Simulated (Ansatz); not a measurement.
# In (bcc type): the cost of one run

Method: DFT, PBEsol, PAW with Ansatz's default frozen-core files, scalar-relativistic, in Ansatz 0.2.0.

## 1. The starting structure

It takes space group Im-3m (No. 229, cubic). Conventional cell: a = 3.712 Å, b = 3.712 Å, c = 3.712 Å, α = 90.00°, β = 90.00°, γ = 90.00°. In (site symmetry m-3m) is surrounded by 8 In at 3.21 Å.

Structure file:

```cif
data_structure
_symmetry_space_group_name_H-M 'P 1'
_symmetry_Int_Tables_number 1
_cell_length_a 3.2150
_cell_length_b 3.2150
_cell_length_c 3.2150
_cell_angle_alpha 109.471
_cell_angle_beta 109.471
_cell_angle_gamma 109.471
_cell_volume 25.58
loop_
_atom_site_label
_atom_site_type_symbol
_atom_site_fract_x
_atom_site_fract_y
_atom_site_fract_z
_atom_site_occupancy
In1 In 0.00000 0.00000 0.00000 1
```

## 2. Cell relaxed at zero pressure, PAW

The input, input.yaml:

```yaml
crystal:
  lattice:
    - [-1.8561760959, 1.8561760959, 1.8561760959]
    - [1.8561760959, -1.8561760959, 1.8561760959]
    - [1.8561760959, 1.8561760959, -1.8561760959]
  atoms:
    - { symbol: In, position: [0.0, 0.0, 0.0] }
kpoints:
  mp_grid: { grid: [15, 15, 15] }
scf:
  occupations: { method: fermi_dirac, width: 0.08 }
hamiltonian:
  xc: pbesol
  pseudopotentials: { kind: paw }
output:
  forces: true
  stress: true
  write_density: true
  write_potential: true
  elf: true
  volumetric_format: npy
relax:
  f_tol: 0.005
  max_steps: 40
  cell: {}
```

On the command line:

```console
ansatz run input.yaml --threads 1 --pin off --max-ram 3584MiB --backend cpu --events-out ev --progress --plain --runs-dir out
```

**Question.** How long does this run take on 1 thread of AMD EPYC 9R45 (Zen 5), shared host, and how much memory does it need?

About 1.9 s, with a peak of 0.4 GiB.
